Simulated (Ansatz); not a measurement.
# C2H6OSi: how energies converge with the basis set

The task here is to estimate one member of a computed series from the others.

Computed with Ansatz 0.2.0, Gaussian basis. Level: one geometry, several basis sets.

The runs, in order: PBE0-D4/def2-SVP; ωB97M-V/def2-SVP; PBE0-D4/def2-QZVPP; ωB97M-V/def2-QZVPP; the functionals' def2-TZVPP values are taken from earlier runs.

## The relaxed structure

An earlier PBE0-D4 in a triple-zeta def2 set relaxation fixed the geometry.

10 atoms, charge 0, spin multiplicity 1.

Atoms are counted from 1 here; the program's logs count them from 0.

Bond lengths: C1–C2 1.501 Å, C1–H5 1.095 Å, C1–H6 1.090 Å, C1–H7 1.095 Å, C2–O3 1.209 Å, C2–Si4 1.938 Å, Si4–H8 1.484 Å, Si4–H9 1.488 Å, Si4–H10 1.484 Å. Angles: C2–C1–H5 109.6°, C2–C1–H6 110.7°, C2–C1–H7 109.6°, H5–C1–H6 110.2°, H5–C1–H7 106.3°, H6–C1–H7 110.2°, C1–C2–O3 122.3°, C1–C2–Si4 120.8°, O3–C2–Si4 116.9°, C2–Si4–H8 107.5°, C2–Si4–H9 112.3°, C2–Si4–H10 107.5°, H8–Si4–H9 109.7°, H8–Si4–H10 110.1°, H9–Si4–H10 109.7°.

The first run:

in.yaml reads:

```yaml
crystal:
  periodic: [false, false, false]
  atoms:
    - {symbol: C, position_ang: [-0.764397, 1.059401, -0.719975]}
    - {symbol: C, position_ang: [-0.100941, -0.284812, -0.645741]}
    - {symbol: O, position_ang: [-0.088999, -1.051417, -1.580226]}
    - {symbol: Si, position_ang: [0.782304, -0.867825, 0.977639]}
    - {symbol: H, position_ang: [-0.031055, 1.843935, -0.506591]}
    - {symbol: H, position_ang: [-1.208541, 1.216343, -1.703486]}
    - {symbol: H, position_ang: [-1.531398, 1.134675, 0.057760]}
    - {symbol: H, position_ang: [0.111501, -2.112088, 1.428492]}
    - {symbol: H, position_ang: [0.714632, 0.156273, 2.055321]}
    - {symbol: H, position_ang: [2.199993, -1.145684, 0.639907]}
basis:
  gaussian: {orbitals: def2-SVP}
hamiltonian: {xc: pbe0, dispersion: d4}
output: {orbitals: {seedname: orbitals}}
```

On the command line:

```bash
ansatz run in.yaml --threads 2 --pin off --events-out ev --progress --plain --max-ram 4352MiB
```

Among the steps run: PBE0-D4 in def2-SVP; ωB97M-V in def2-SVP; PBE0-D4 in def2-QZVPP; ωB97M-V in def2-QZVPP.

One table of the session follows, with a row left open; its other results are not shown here.

| functional | basis | HOMO (eV) |
| --- | --- | --- |
| PBE0-D4 | def2-SVP | -6.85 |
| PBE0-D4 | def2-TZVPP | -6.96 |
| PBE0-D4 | def2-QZVPP | -6.99 |
| ωB97M-V | def2-SVP | ? |
| ωB97M-V | def2-TZVPP | -9.25 |
| ωB97M-V | def2-QZVPP | -9.28 |

**Question.** Estimate the row for ωB97M-V, def2-SVP.

As computed: HOMO (eV): -9.12. In the column «HOMO (eV)» it lies between ωB97M-V, def2-TZVPP (-9.25) and PBE0-D4, def2-QZVPP (-6.99).
